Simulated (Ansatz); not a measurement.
# B4Bi2: the cost of one run

Computed with Ansatz 0.2.0 (the levels named in each step, unless a step's input says otherwise).

### 1 The system as given

Bond lengths: B1–B2 1.704 Å, B2–B4 1.619 Å, Bi3–B4 2.169 Å, B2–Bi5 1.688 Å, Bi3–Bi5 1.774 Å, B4–Bi5 2.384 Å, B1–B6 1.708 Å, Bi3–B6 1.780 Å, B4–B6 1.683 Å, Bi5–B6 2.456 Å. Angles (14 of 25 angles, heavy atoms first): B1–B2–B4 83.9°, B1–B2–Bi5 140.7°, B4–B2–Bi5 92.2°, B2–B1–B6 65.7°, B4–Bi3–Bi5 73.6°, B4–Bi3–B6 49.3°, Bi5–Bi3–B6 87.4°, B2–B4–Bi3 81.2°, B2–B4–Bi5 45.0°, B2–B4–B6 68.1°, Bi3–B4–Bi5 45.6°, Bi3–B4–B6 53.2°, Bi5–B4–B6 72.0°, B2–Bi5–Bi3 92.4°.

Structure file:

```xyz
6

B    -2.6860   -0.9894    0.6936
B    -1.6461   -0.4050   -0.5230
Bi    0.5592   -0.3030    0.6508
B    -0.8052   -1.7524   -0.2110
Bi   -0.2388    0.5090   -0.7096
B    -1.0558   -0.8341    1.1773
```

### 2 A rough first relaxation, PBE-D4/def2-SVP

Contents of input.yaml:

```yaml
crystal:
  periodic: [false, false, false]
  atoms:
    - { symbol: B, position_ang: [-2.68601, -0.98936, 0.69357] }
    - { symbol: B, position_ang: [-1.64608, -0.40501, -0.52295] }
    - { symbol: Bi, position_ang: [0.55917, -0.30301, 0.65081] }
    - { symbol: B, position_ang: [-0.80518, -1.75236, -0.21102] }
    - { symbol: Bi, position_ang: [-0.23879, 0.50895, -0.70962] }
    - { symbol: B, position_ang: [-1.0558, -0.83413, 1.17734] }
basis:
  gaussian: { orbitals: def2-SVP }
hamiltonian:
  xc: pbe
  dispersion: d4
relax:
  f_tol: 0.03
  max_steps: 200
```

Launch:

```
ansatz run input.yaml --threads 4 --pin off --max-ram 10240MiB --backend cpu --events-out ev --progress --plain --runs-dir out
```

**Question.** How long does this run take on 4 threads of AMD EPYC 9R45 (Zen 5), shared host, and how much memory does it need?

About 7.6 s, with a peak of 0.18 GiB.
